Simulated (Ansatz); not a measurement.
# Ir3Ru4: the cost of one run

Method: DFT PBE, scalar-relativistic, plane waves, PAW, in Ansatz 0.2.0.

## 1. The starting structure

Symmetry: Pm-3m, No. 221, cubic system. The conventional cell has a = 4.857 Å, b = 4.857 Å, c = 4.857 Å, α = 90.00°, β = 90.00°, γ = 90.00°. Ru (site symmetry 4/mmm) is surrounded by 4 Ir at 2.43 Å. Ru (site symmetry m-3m) is surrounded by 6 Ir at 2.43 Å. Ir (site symmetry 4/mmm) is surrounded by 6 Ru at 2.43 Å.

Coordinates:

```
CELL_PARAMETERS angstrom
4.85681 0.00000 0.00000
0.00000 4.85681 0.00000
0.00000 0.00000 4.85681
ATOMIC_POSITIONS crystal
Ru 0.50000 0.00000 0.00000
Ru 0.00000 0.50000 0.00000
Ru 0.00000 0.00000 0.50000
Ru 0.50000 0.50000 0.50000
Ir 0.00000 0.50000 0.50000
Ir 0.50000 0.00000 0.50000
Ir 0.50000 0.50000 0.00000
```

Recipe of the guess: random cell by space group and Wyckoff sites (Pm-3m, No. 221). Its size is a rough estimate.

## 2. A first look at the guess

input.yaml reads:

```yaml
crystal:
  lattice:
    - [4.85680882, 0.0, 0.0]
    - [0.0, 4.85680882, 0.0]
    - [0.0, 0.0, 4.85680882]
  atoms:
    - { symbol: Ru, position: [0.5, 0.0, 0.0] }
    - { symbol: Ru, position: [0.0, 0.5, 0.0] }
    - { symbol: Ru, position: [0.0, 0.0, 0.5] }
    - { symbol: Ru, position: [0.5, 0.5, 0.5] }
    - { symbol: Ir, position: [0.0, 0.5, 0.5] }
    - { symbol: Ir, position: [0.5, 0.0, 0.5] }
    - { symbol: Ir, position: [0.5, 0.5, 0.0] }
basis:
  ecutwfc: 420
kpoints:
  mp_grid: { grid: [4, 4, 4] }
hamiltonian:
  xc: pbe
scf:
  occupations: { method: gaussian, width: 0.1 }
  lower_state_search: "off"
output:
  forces: true
  stress: true
  eigenvalues: true
```

Command:

```sh
ansatz run input.yaml --threads 1 --pin off --max-ram 2560MiB --backend cpu --events-out ev --progress --plain --runs-dir out
```

What time and memory should one allow on 1 thread of Intel Xeon 6975P-C (Granite Rapids), shared host?

About 3 s, with a peak of 0.4 GiB.
